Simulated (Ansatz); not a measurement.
# GaAsH3 (doublet): the correlation ladder at a displaced geometry (v1), cc-pVDZ

The task here is to estimate one member of a computed series from the others.

Program: Ansatz 0.2.0, Gaussian basis. Level of theory: cc-pVDZ, core rule «outside noble gas», up to 28 orbitals frozen. These are calculated values, not measurements.

Plan: UHF; CCSD(T) on ROHF; CCSD(T) on UHF; BCCD(T) on ROHF; CISD; CCSDT(Q) on ROHF; CCSDT(Q) on UHF.

28 further runs of the same task are left out: 14 that didn't finish, 14 set aside as unsound or not needed.

**The system**

The geometry is a PBE0/def2-TZVP stationary point (not a proven minimum) with its atoms shifted at random (size 0.040 Å). No spin-orbit coupling is included. The filled d shell of Ga, As may be among the frozen orbitals whatever the setting's name suggests; the logs give the count.

5 atoms, charge 0, spin multiplicity 2.

Atoms are counted from 1 here; the program's logs count them from 0.

Bond lengths: Ga1–As2 2.473 Å, Ga1–H3 1.544 Å, As2–H4 1.575 Å, As2–H5 1.587 Å. Angles: As2–Ga1–H3 115.5°, Ga1–As2–H4 89.7°, Ga1–As2–H5 95.6°, H4–As2–H5 89.0°.

Set-up of the first run:

in.yaml reads:

```yaml
crystal:
  periodic: [false, false, false]
  atoms:
    - {symbol: Ga, position_ang: [-0.018772, 0.061132, 1.283207]}
    - {symbol: As, position_ang: [0.044060, -0.045797, -1.186262]}
    - {symbol: H, position_ang: [0.107576, -1.295398, 2.010469]}
    - {symbol: H, position_ang: [-1.321600, -0.830190, -1.178324]}
    - {symbol: H, position_ang: [-0.762473, 1.300986, -1.419871]}
basis:
  gaussian: {orbitals: cc-pVDZ}
magnetization: {spin_polarized: true, initial_magnetization: 1}
hamiltonian: {xc: hf}
output: {orbitals: {seedname: orbitals}}
```

Run with:

```sh
$ ansatz run in.yaml --threads 1 --pin off --events-out ev --progress --plain --max-ram 2393MiB
```

Among the steps run: UHF; CCSD(T) on ROHF; CCSD(T) on UHF; BCCD(T) on ROHF; CISD; CCSDT(Q) on ROHF; CCSDT(Q) on UHF.

One of the session's tables, all rows but one given; the rest of the session is left out.

| method | from UCCSDT(Q) (kJ/mol) |
| --- | --- |
| ROHF | +543.1 |
| UHF | +537.9 |
| RMP2 | +113.6 |
| UMP2 | +112.8 |
| RCCSD | +19.3 |
| UCCSD | +18.6 |
| RCCSD(T) | +4.1 |
| UCCSD(T) | +3.6 |
| BCCD(T) | +4.1 |
| RCCSDT | +1.3 |
| UCCSDT | +0.9 |
| RCCSDT(Q) | ? |
| UCCSDT(Q) | 0 |

Q: Estimate the row for RCCSDT(Q) from the others.

The run gave: from UCCSDT(Q) (kJ/mol): +0.5. In the column «from UCCSDT(Q) (kJ/mol)» it lies between UCCSDT(Q) (0) and UCCSDT (+0.9).

Not comparable, so not listed: CISD (they don't share determinant, frozen orbitals or solution with the rows shown, or repeat one).

Limits of these values: Restricted and unrestricted rows rest on different reference determinants; where their highest levels disagree by more than a few hundredths of an eV, they describe different states and don't form one ladder.
